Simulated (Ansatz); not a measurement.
# C8H16O2: basis-set convergence

Aim: see how fast density functionals converge with the basis set for C8H16O2.

Program: Ansatz 0.2.0, Gaussian basis. Level of theory: one geometry, several basis sets. These are calculated values, not measurements.

Levels to be run: PBE0-D4/def2-SVP; ωB97M-V/def2-SVP; PBE0-D4/def2-QZVPP; ωB97M-V/def2-QZVPP; the functionals' def2-TZVPP values are taken from earlier runs.

**1. Structure used throughout**

An earlier PBE0-D4 in a triple-zeta def2 set relaxation fixed the geometry.

SMILES `CCCCC(=O)OCCC`, 26 atoms, charge 0, spin multiplicity 1.

Atoms are counted from 1 here; the program's logs count them from 0.

Bond lengths: C1–C2 1.518 Å, C1–H11 1.094 Å, C1–H12 1.092 Å, C1–H13 1.093 Å, C2–C3 1.521 Å, C2–H14 1.094 Å, C2–H15 1.097 Å, C3–C4 1.517 Å, C3–H16 1.094 Å, C3–H17 1.095 Å, C4–C5 1.505 Å, C4–H18 1.093 Å, C4–H19 1.096 Å, C5–O6 1.203 Å, C5–O7 1.340 Å, O7–C8 1.433 Å, C8–C9 1.513 Å, C8–H20 1.092 Å and more. Angles: C2–C1–H11 111.2°, C2–C1–H12 111.6°, C2–C1–H13 110.9°, H11–C1–H12 107.7°, H11–C1–H13 107.6°, H12–C1–H13 107.7°, C1–C2–C3 112.6°, C1–C2–H14 109.5°, C1–C2–H15 109.7°, C3–C2–H14 109.1°, C3–C2–H15 109.2°, H14–C2–H15 106.5°, C2–C3–C4 113.3°, C2–C3–H16 109.4°, C2–C3–H17 109.4°, C4–C3–H16 109.0°, C4–C3–H17 108.8°, H16–C3–H17 106.8° and more.

**2. PBE0-D4 in def2-SVP**

in.yaml

```yaml
crystal:
  periodic: [false, false, false]
  atoms:
    - {symbol: C, position_ang: [-3.030370, 0.786007, -2.964218]}
    - {symbol: C, position_ang: [-1.797415, 0.181953, -2.316119]}
    - {symbol: C, position_ang: [-2.076541, -0.362660, -0.924160]}
    - {symbol: C, position_ang: [-0.852164, -0.961703, -0.257748]}
    - {symbol: C, position_ang: [0.172845, 0.067098, 0.137535]}
    - {symbol: O, position_ang: [-0.042325, 1.241833, 0.279122]}
    - {symbol: O, position_ang: [1.368952, -0.501460, 0.341183]}
    - {symbol: C, position_ang: [2.419817, 0.362706, 0.792500]}
    - {symbol: C, position_ang: [2.398676, 0.538515, 2.295223]}
    - {symbol: C, position_ang: [2.566390, -0.764115, 3.057993]}
    - {symbol: H, position_ang: [-3.831798, 0.047093, -3.056175]}
    - {symbol: H, position_ang: [-2.812539, 1.165843, -3.964894]}
    - {symbol: H, position_ang: [-3.415872, 1.618562, -2.369448]}
    - {symbol: H, position_ang: [-1.009127, 0.938531, -2.253141]}
    - {symbol: H, position_ang: [-1.405923, -0.625224, -2.946962]}
    - {symbol: H, position_ang: [-2.468677, 0.439524, -0.291931]}
    - {symbol: H, position_ang: [-2.856126, -1.129603, -0.983460]}
    - {symbol: H, position_ang: [-0.368700, -1.710149, -0.891552]}
    - {symbol: H, position_ang: [-1.128436, -1.484433, 0.665409]}
    - {symbol: H, position_ang: [3.338246, -0.131517, 0.468885]}
    - {symbol: H, position_ang: [2.327796, 1.325069, 0.286731]}
    - {symbol: H, position_ang: [3.205941, 1.232795, 2.552553]}
    - {symbol: H, position_ang: [1.465306, 1.033936, 2.576533]}
    - {symbol: H, position_ang: [3.519068, -1.244120, 2.816474]}
    - {symbol: H, position_ang: [2.542914, -0.594433, 4.136330]}
    - {symbol: H, position_ang: [1.770044, -1.470028, 2.813336]}
basis:
  gaussian: {orbitals: def2-SVP}
hamiltonian: {xc: pbe0, dispersion: d4}
output: {orbitals: {seedname: orbitals}}
```

On the command line:

```sh
$ ansatz run in.yaml --threads 4 --pin off --events-out ev --progress --plain --max-ram 63488MiB --backend cpu
```

Further steps of the session: ωB97M-V in def2-SVP; PBE0-D4 in def2-QZVPP; ωB97M-V in def2-QZVPP.

Q: Predict the results of all the runs planned. Wanted: PBE0-D4: double and triple zeta above quadruple; ωB97M-V: double and triple zeta above quadruple.

As calculated:

```
                                       quantity           value
PBE0-D4: double and triple zeta above quadruple  14.63, 0.69 eV
ωB97M-V: double and triple zeta above quadruple  15.29, 0.67 eV
```

What this shows: PBE0-D4 gains 13.94 eV from double to triple zeta, then 0.69 eV more. These are total energies; as a rule much of such shifts cancels in differences, which this series doesn't test. The LUMO of ωB97M-V is positive and keeps falling with the basis (2.81 to 1.77 eV): an unbound level that the basis holds in place.
